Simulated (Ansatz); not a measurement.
**CHGe (quartet): relaxing a cheap start**

Aim: relax a generated start of CHGe (quartet) and see which bonds hold.

Method: UKS PBE0/def2-TZVP; program: Ansatz 0.2.0, Gaussian basis.

## (1) Where the work starts

3 atoms, charge 0, spin multiplicity 4.

Atoms are counted from 1 here; the program's logs count them from 0.

Bond lengths: Ge1–C2 1.975 Å, C2–H3 1.103 Å. Angles: Ge1–C2–H3 118.1°.

The start was built by rule and, where that kept it together, relaxed with GFN2-xTB. Sticks and bond lists go by distance. No spin-orbit coupling is included. 

## (2) Relaxation

in.yaml reads:

```yaml
crystal:
  periodic: [false, false, false]
  atoms:
    - {symbol: Ge, position_ang: [-0.306492, 0.000689, -0.000606]}
    - {symbol: C, position_ang: [1.667017, -0.077527, 0.003625]}
    - {symbol: H, position_ang: [2.223850, 0.874135, 0.000489]}
basis:
  gaussian: {orbitals: def2-TZVP}
magnetization: {spin_polarized: true, initial_magnetization: 3}
hamiltonian: {xc: pbe0}
relax: {f_tol: 0.004, max_steps: 80}
```

The run is started by

```console
$ ansatz run in.yaml --threads 1 --pin off --events-out ev --progress --plain --max-ram 1740MiB
```

Before running it: what results should come out? Wanted: energy gained; shift from the start; total energy; dipole moment; ⟨S²⟩.

As calculated:

```
                  quantity           value
                     steps               5
             energy gained        0.047 eV
shift from the start (rms)         0.097 Å
              total energy  -57557.9438 eV
             dipole moment          0.60 D
                      ⟨S²⟩           3.759
```

What this shows: The bonds of the start are those of the end. Ge1–C2 went from 1.975 to 1.987 Å. No vibrations were run, so this is a stationary point, not a proven minimum, and this spin need not be the ground state's.
